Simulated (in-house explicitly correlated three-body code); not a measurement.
# S¹⁴⁺: exact states and exact Kohn–Sham parts

Aim: the lowest states of S¹⁴⁺ to near-exact accuracy, with their sizes and correlation, then the exact Kohn–Sham parts of the ground state and the errors of common functionals.

Program: in-house explicitly correlated three-body code version 1. Level of theory: two electrons, non-relativistic, variational in exponentially correlated functions. These are calculated values, not measurements, unless marked.

### 1 The atom as given

```
charge of the centre : +16
mass of the centre   : infinite
interactions         : Coulomb
basis                : 260 functions exp(−a r1 − b r2 − g r12) a state, exponent ranges optimised
units                : hartree and bohr; relativity and QED are left out
```

### 2 Input and results

Settings:

```ini
Z = 16.0
interaction_strength = 1.0
functions = 260
states_tried = 13
```

Started as:

```
$ python run_hyl.py task.json out
```

**Question.** What will these runs give? Wanted: ground-state energy; binding of the second electron; ⟨r12⟩, ⟨cos θ12⟩; resonance line 1 ¹S–2 ¹P; polarisability of the ground state; Ts, Ex, Ec; exact less Hartree–Fock.

The runs gave:

```
                          quantity                                  value
               ground-state energy                  -246.15712638 hartree
    binding of the second electron                              3215.2 eV
                  ⟨r12⟩, ⟨cos θ12⟩                   0.1408 bohr, -0.0083
          resonance line 1 ¹S–2 ¹P                  2453.4 eV, f = 0.7644
polarisability of the ground state                       1.5055e-04 bohr³
            Ts, Ex, Ec (Kohn–Sham)  246.11177, -9.77768, -0.04604 hartree
           exact less Hartree–Fock                       -0.04606 hartree
```

The second electron is bound by 3215 eV, and the mean cosine of -0.008 shows the electrons leaning only slightly to opposite sides. The virial ratio −T/E is 1.0000000, where an exact Coulomb state gives 1. Exchange puts 2 ³S 17.3 eV under 2 ¹S. On the exact density SCAN errs least (-2.7 millihartree) and LDA PW92 most (+1204.4). Self-consistent top levels of the semilocal functionals lie +86.1 to +109.4 eV from minus the binding energy, the exact Kohn–Sham level.
